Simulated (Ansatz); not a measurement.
CaSi2Sb2:

```xyz
5
Lattice="4.9974 0.0000 0.0000 -2.4987 4.3279 0.0000 0.0000 0.0000 5.8617" Properties=species:S:1:pos:R:3 pbc="T T T"
Ca    0.0000    0.0000    0.0000
Si    0.0000    2.8853    1.5034
Si    2.4987    1.4426    4.3583
Sb    0.0000    2.8853    4.2345
Sb    2.4987    1.4426    1.6272
```

The cell was built by a generator and needn't be a form met in nature.

Base run:

- Program: Ansatz 0.2.0
- Functional: PBE
- Potentials or basis: Ansatz PAW
- Cutoff: 420 eV (not typed: the program's choice for these potentials)
- k mesh: 5 × 5 × 4
- Occupations: fermi-dirac, width 0.05 eV
- Spin: no spin polarisation

Its results: band gap on the k mesh none (metal or under the smearing width); pressure 0.0 GPa; largest force 0.122 eV/Å.

Task: The run is repeated on the same cell with these changes: functional from PBE to PBEsol. What comes out?

Result: Band gap on the k mesh none (metal or under the smearing width); pressure -2.3 GPa; largest force 0.140 eV/Å.

PBEsol binds more tightly than PBE, so the same cell stands under less pressure.

Caveats: spin-orbit coupling is left out, which moves the levels of the heavy elements; the PAW data sets come from PBE, with cores solved anew for the run's functional, which leaves a small shift of forces and pressure (some runs).
